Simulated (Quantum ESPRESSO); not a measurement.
# TaAs (I4_1md) in Quantum ESPRESSO: reference runs

Reference runs on TaAs: the cell as given.

All numbers are computed with Quantum ESPRESSO 7.5; they aren't measurements. Logs are shortened: lines on timing, memory, paths and dates and some standing lists are left out, and cuts for length are marked.

## Step 1: Starting point

It takes space group I4_1md (No. 109, tetragonal). Conventional cell: a = 3.444 Å, b = 3.444 Å, c = 11.736 Å, α = 90.00°, β = 90.00°, γ = 90.00°. Ta (site symmetry 2mm) has 6 As at 2.61 to 2.62 Å as nearest neighbours. Around As (site symmetry 2mm) lie 6 Ta at 2.61 to 2.62 Å.

The cell is a database's computed one.

## Step 2: Single point, PBEsol

pw.in

```
&CONTROL
  calculation = 'scf'
  prefix = 'pwscf'
  outdir = './tmp'
  pseudo_dir = './pseudo'
  tprnfor = .true.
  tstress = .true.
  disk_io = 'low'
/
&SYSTEM
  ibrav = 0
  celldm(1) = 8
  nat = 4
  ntyp = 2
  ecutwfc = 56
  ecutrho = 448
  nbnd = 26
  occupations = 'smearing'
  smearing = 'fd'
  degauss = 0.00367493
/
&ELECTRONS
  conv_thr = 8d-10
  electron_maxstep = 120
  mixing_beta = 0.5
/
ATOMIC_SPECIES
Ta   180.9479 ta_pbesol_v1.uspp.F.UPF
As    74.9216 as_pbesol_v1.uspp.F.UPF
CELL_PARAMETERS alat
 -0.4067194615349   0.4067194615349   1.3861003023181
  0.4067194615349  -0.4067194615349   1.3861003023181
  0.4067194615349   0.4067194615349  -1.3861003023181
ATOMIC_POSITIONS crystal
Ta     0.4999673000    0.4999673000    0.0000000000
Ta     0.2499673000    0.7499673000    0.5000000000
As     0.0826321200    0.0826321200    0.0000000000
As     0.8326321200    0.3326321200    0.5000000000
K_POINTS automatic
11 11 11 0 0 0
```

pp_density.in

```
&INPUTPP
  prefix = 'pwscf'
  outdir = './tmp'
  filplot = 'density.dat'
  plot_num = 0
/
&PLOT
  nfile = 1
  filepp(1) = 'density.dat'
  iflag = 3
  output_format = 6
  fileout = 'density.cube'
/
```

pp_potential.in

```
&INPUTPP
  prefix = 'pwscf'
  outdir = './tmp'
  filplot = 'potential.dat'
  plot_num = 11
/
&PLOT
  nfile = 1
  filepp(1) = 'potential.dat'
  iflag = 3
  output_format = 6
  fileout = 'potential.cube'
/
```

Potentials or basis: GBRV 1.5 PBEsol.

Run with:

```bash
OMP_NUM_THREADS=1 mpirun -n 2 pw.x -nk 2 -in pw.in > pw.out
OMP_NUM_THREADS=1 mpirun -n 1 pp.x -in pp_density.in > pp_density.out
OMP_NUM_THREADS=1 mpirun -n 1 pp.x -in pp_potential.in > pp_potential.out
```

pw.out:

```text
This program is part of the open-source Quantum ESPRESSO suite
     for quantum simulation of materials; please cite
[... 13 lines left out ...]
     --------------------
     sticks:   dense  smooth     PW     G-vecs:    dense   smooth      PW
     Sum        3629    1813    581                75079    26593    4797

     Using Slab Decomposition

     bravais-lattice index     =            0
     lattice parameter (alat)  =       8.0000  a.u.
     unit-cell volume          =     469.5853 (a.u.)^3
     number of atoms/cell      =            4
     number of atomic types    =            2
     number of electrons       =        36.00
     number of Kohn-Sham states=           26
     kinetic-energy cutoff     =      56.0000  Ry
     charge density cutoff     =     448.0000  Ry
     scf convergence threshold =      8.0E-10
     mixing beta               =       0.5000
     number of iterations used =            8  plain     mixing
     Exchange-correlation= SLA  PW   PSX  PSC
                           (   1   4  10   8   0   0   0)

     celldm(1)=   8.000000  celldm(2)=   0.000000  celldm(3)=   0.000000
     celldm(4)=   0.000000  celldm(5)=   0.000000  celldm(6)=   0.000000

     crystal axes: (cart. coord. in units of alat)
               a(1) = (  -0.406719   0.406719   1.386100 )
               a(2) = (   0.406719  -0.406719   1.386100 )
               a(3) = (   0.406719   0.406719  -1.386100 )

     reciprocal axes: (cart. coord. in units 2 pi/alat)
               b(1) = (  0.000000  1.229349  0.360724 )
               b(2) = (  1.229349  0.000000  0.360724 )
               b(3) = (  1.229349  1.229349  0.000000 )

     PseudoPot. # 1 for Ta read from file:
     ta_pbesol_v1.uspp.F.UPF
     Pseudo is Ultrasoft + core correction, Zval = 13.0
     Generated by new atomic code, or converted to UPF format
     Using radial grid of  921 points,  7 beta functions with:
                l(1) =   0
                l(2) =   0
                l(3) =   1
                l(4) =   1
                l(5) =   2
                l(6) =   2
                l(7) =   3
     Q(r) pseudized with  6 coefficients,  rinner =    1.300   1.300   1.300
                                                       1.300   1.300   1.300
                                                       1.300

     PseudoPot. # 2 for As read from file:
     as_pbesol_v1.uspp.F.UPF
     Pseudo is Ultrasoft + core correction, Zval =  5.0
     Generated by new atomic code, or converted to UPF format
     Using radial grid of  875 points,  6 beta functions with:
                l(1) =   0
                l(2) =   0
                l(3) =   1
                l(4) =   1
                l(5) =   2
                l(6) =   2
     Q(r) pseudized with  8 coefficients,  rinner =    1.300   1.300   1.300
                                                       1.300   1.300

     atomic species   valence    mass     pseudopotential
     Ta               13.00   180.94790     Ta( 1.00)
     As                5.00    74.92160     As( 1.00)

      8 Sym. Ops. (no inversion) found ( 4 have fractional translation)

   Cartesian axes

     site n.     atom                  positions (alat units)
         1        Ta     tau(   1) = (   0.0000000   0.0000000   1.3860097  )
         2        Ta     tau(   2) = (   0.4067195  -0.0000000   0.6929595  )
         3        As     tau(   3) = (   0.0000000   0.0000000   0.2290728  )
         4        As     tau(   4) = (   0.0000000   0.4067195   0.9221230  )

     number of k points=   126  Fermi-Dirac smearing, width (Ry)=  0.0037

     Number of k-points >= 100: set verbosity='high' to print them.

     Dense  grid:    75079 G-vectors     FFT dimensions: (  96,  96,  90)

     Smooth grid:    26593 G-vectors     FFT dimensions: (  60,  60,  60)

     Initial potential from superposition of free atoms

     starting charge      35.9975, renormalised to      36.0000

     negative rho (up, down):  1.875E-01 0.000E+00
     Starting wfcs are   34 randomized atomic wfcs

     Self-consistent Calculation

     iteration #  1     ecut=    56.00 Ry     beta= 0.50
     Davidson diagonalization with overlap
     ethr =  1.00E-02,  avg # of iterations =  2.0

     Threshold (ethr) on eigenvalues was too large:
     Diagonalizing with lowered threshold

     Davidson diagonalization with overlap
     ethr =  2.15E-04,  avg # of iterations =  3.4

     negative rho (up, down):  1.924E-01 0.000E+00

     total energy              =    -363.62886498 Ry
     estimated scf accuracy    <       0.08279516 Ry

     iteration #  2     ecut=    56.00 Ry     beta= 0.50
     Davidson diagonalization with overlap
     ethr =  2.30E-04,  avg # of iterations =  2.0

     negative rho (up, down):  1.948E-01 0.000E+00

     total energy              =    -363.64501925 Ry
     estimated scf accuracy    <       0.01415251 Ry

     iteration #  3     ecut=    56.00 Ry     beta= 0.50
     Davidson diagonalization with overlap
     ethr =  3.93E-05,  avg # of iterations =  2.2

     negative rho (up, down):  1.976E-01 0.000E+00

     total energy              =    -363.64709595 Ry
     estimated scf accuracy    <       0.00177488 Ry

     iteration #  4     ecut=    56.00 Ry     beta= 0.50
     Davidson diagonalization with overlap
     ethr =  4.93E-06,  avg # of iterations =  4.3

     negative rho (up, down):  1.981E-01 0.000E+00

     total energy              =    -363.64714702 Ry
     estimated scf accuracy    <       0.00009566 Ry

     iteration #  5     ecut=    56.00 Ry     beta= 0.50
     Davidson diagonalization with overlap
     ethr =  2.66E-07,  avg # of iterations =  3.7

     negative rho (up, down):  1.982E-01 0.000E+00

     total energy              =    -363.64717617 Ry
     estimated scf accuracy    <       0.00000456 Ry

     iteration #  6     ecut=    56.00 Ry     beta= 0.50
     Davidson diagonalization with overlap
     ethr =  1.27E-08,  avg # of iterations =  5.5

     negative rho (up, down):  1.982E-01 0.000E+00

     total energy              =    -363.64718118 Ry
     estimated scf accuracy    <       0.00000019 Ry

     iteration #  7     ecut=    56.00 Ry     beta= 0.50
     Davidson diagonalization with overlap
     ethr =  5.26E-10,  avg # of iterations =  4.6

     negative rho (up, down):  1.982E-01 0.000E+00

     total energy              =    -363.64718131 Ry
     estimated scf accuracy    <       0.00000010 Ry

     iteration #  8     ecut=    56.00 Ry     beta= 0.50
     Davidson diagonalization with overlap
     ethr =  2.82E-10,  avg # of iterations =  2.0

     negative rho (up, down):  1.982E-01 0.000E+00

     total energy              =    -363.64718134 Ry
     estimated scf accuracy    <          6.2E-09 Ry

     iteration #  9     ecut=    56.00 Ry     beta= 0.50
     Davidson diagonalization with overlap
     ethr =  1.72E-11,  avg # of iterations =  3.1

     negative rho (up, down):  1.982E-01 0.000E+00

     End of self-consistent calculation

     Number of k-points >= 100: set verbosity='high' to print the bands.

     the Fermi energy is    14.9421 ev

!    total energy              =    -363.64718134 Ry
     estimated scf accuracy    <          1.4E-10 Ry
     smearing contrib. (-TS)   =      -0.00034455 Ry
     internal energy E=F+TS    =    -363.64683679 Ry

     The total energy is F=E-TS. E is the sum of the following terms:
     one-electron contribution =     -46.74655077 Ry
     hartree contribution      =      39.88119225 Ry
     xc contribution           =    -146.90406626 Ry
     ewald contribution        =    -209.87741202 Ry

     convergence has been achieved in   9 iterations

     negative rho (up, down):  1.982E-01 0.000E+00

     Forces acting on atoms (cartesian axes, Ry/au):

     atom    1 type  1   force =    -0.00000000   -0.00000000    0.00082719
     atom    2 type  1   force =    -0.00000000   -0.00000000    0.00082719
     atom    3 type  2   force =     0.00000000    0.00000000   -0.00082719
     atom    4 type  2   force =    -0.00000000    0.00000000   -0.00082719

     Total force =     0.001654     Total SCF correction =     0.000002

     Computing stress (Cartesian axis) and pressure

     negative rho (up, down):  1.982E-01 0.000E+00
          total   stress  (Ry/bohr**3)                   (kbar)     P=      -31.59
  -0.00019741   0.00000000   0.00000000          -29.04        0.00        0.00
  -0.00000000  -0.00019741   0.00000000           -0.00      -29.04        0.00
   0.00000000   0.00000000  -0.00024935            0.00        0.00      -36.68

=------------------------------------------------------------------------------=
   JOB DONE.
=------------------------------------------------------------------------------=
```

Wall time 3.4 min (2 MPI ranks of Intel Xeon Platinum 8488C (Sapphire Rapids), shared host); peak memory 0.84 GiB.

What came out:

```yaml
Free_energy: -4947.6720 eV
Pressure: -3.2 GPa
Largest_force: 0.021 eV/Å
Band_gap_on_the_k_mesh: none (metal or under the smearing width)
```

Forces on the atoms (eV/Å):
```
Ta   0.000  0.000  0.021
Ta   0.000  0.000  0.021
As   0.000  0.000 -0.021
As   0.000  0.000 -0.021
```
